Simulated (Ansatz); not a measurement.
# ZrF+ (triplet): the correlation ladder, def2-TZVPP

One table from this session's results is given with a row withheld; the runs are named, their logs left out.

Program: Ansatz 0.2.0, Gaussian basis. Level of theory: def2-TZVPP, core rule «outside noble gas», up to 5 orbitals frozen. These are calculated values, not measurements.

Plan: UHF; ROHF; CCSD(T) on UHF.

2 further runs of the same task are left out: 2 set aside as unsound or not needed.

## What is computed

The geometry is a PBE0/def2-TZVP stationary point (not a proven minimum). No spin-orbit coupling is included. Elements past krypton take def2 core potentials.

2 atoms, charge 1, spin multiplicity 3.

Atoms are counted from 1 here; the program's logs count them from 0.

Bond lengths: Zr1–F2 1.817 Å.

The first run:

in.yaml reads:

```yaml
crystal:
  periodic: [false, false, false]
  atoms:
    - {symbol: Zr, position_ang: [0.000000, 0.000000, 0.000000]}
    - {symbol: F, position_ang: [0.000000, 0.000000, 1.817200]}
basis:
  gaussian: {orbitals: def2-TZVPP}
total_charge: 1
magnetization: {spin_polarized: true, initial_magnetization: 2}
hamiltonian: {xc: hf}
output: {orbitals: {seedname: orbitals}}
```

Run with:

```sh
$ ansatz run in.yaml --threads 1 --pin off --events-out ev --progress --plain --max-ram 3968MiB --backend cpu
```

Steps of the session up to this table: UHF; ROHF; CCSD(T) on UHF.

One of the session's tables, all rows but one given; the rest of the session is left out.

It belongs to the step «Misses and costs». 

```
  method  from UCCSD(T) (meV)
    ROHF              +8474.5
     UHF                    ?
    UMP2               +238.6
   UCCSD               +312.4
UCCSD(T)                    0
```

Estimate the missing values for UHF.

**Answer.** from UCCSD(T) (meV): +8373.6. In the column «from UCCSD(T) (meV)» it lies between UCCSD (+312.4) and ROHF (+8474.5).
